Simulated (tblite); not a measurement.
# C3H11FOSi3: the cost of one run

Computed with tblite 0.8.0 and PySCF 2.14.0, with density-fitted response routines of our own, on a single molecule in the gas phase. Atoms are numbered from 0 throughout.

### 1 The molecule as given

19 atoms, charge 0, multiplicity 1; geometry from: force field or distance geometry start.

Bonds of the start (Å): F0–C1 1.36, C1–C2 1.52, C2–Si3 1.92, Si3–O4 1.65, O4–Si5 1.66, Si3–C6 1.89, C6–Si7 1.88, Si7–C1 1.89, C1–H8 1.11, C2–H9 1.10, C2–H10 1.09, Si3–H11 1.49, Si5–H12 1.48, Si5–H13 1.48, Si5–H14 1.48, C6–H15 1.10, C6–H16 1.09, Si7–H17 1.48, Si7–H18 1.49.

### 2 Geometry optimisation with GFN2-xTB

The job: settings as JSON, then the geometry in Å.

```
{"job": {"kind": "relax", "xc": "GFN2-xTB", "basis": "xTB"}, "charge": 0, "multiplicity": 1}
F      1.311800    -1.626400    -1.207100
C      1.648500    -1.233500     0.045300
C      0.392300    -1.161000     0.906000
Si    -0.407000     0.559300     0.581200
O     -1.775200     0.479300    -0.336000
Si    -3.327100    -0.102000    -0.280100
C      0.935200     1.636100    -0.198000
Si     2.418400     0.485700    -0.038600
H      2.352900    -1.991200     0.445200
H     -0.318900    -1.963900     0.659000
H      0.626300    -1.223100     1.967300
H     -0.770200     1.125900     1.908500
H     -3.292200    -1.553300     0.026800
H     -4.063900     0.594300     0.795800
H     -3.999100     0.138300    -1.575700
H      1.074400     2.574600     0.355800
H      0.700900     1.841200    -1.239200
H      3.358900     0.645400    -1.175200
H      3.124100     0.783700     1.234200
```

Started as:

```
$ OMP_NUM_THREADS=1 python probes_run.py task.json out
```

This one command runs all jobs of the session in turn.

**Question.** How long does this first job take on 1 thread of Arm Neoverse N1, shared host, and how much memory does it need?

About 3.1 s, with a peak of 0.18 GiB.
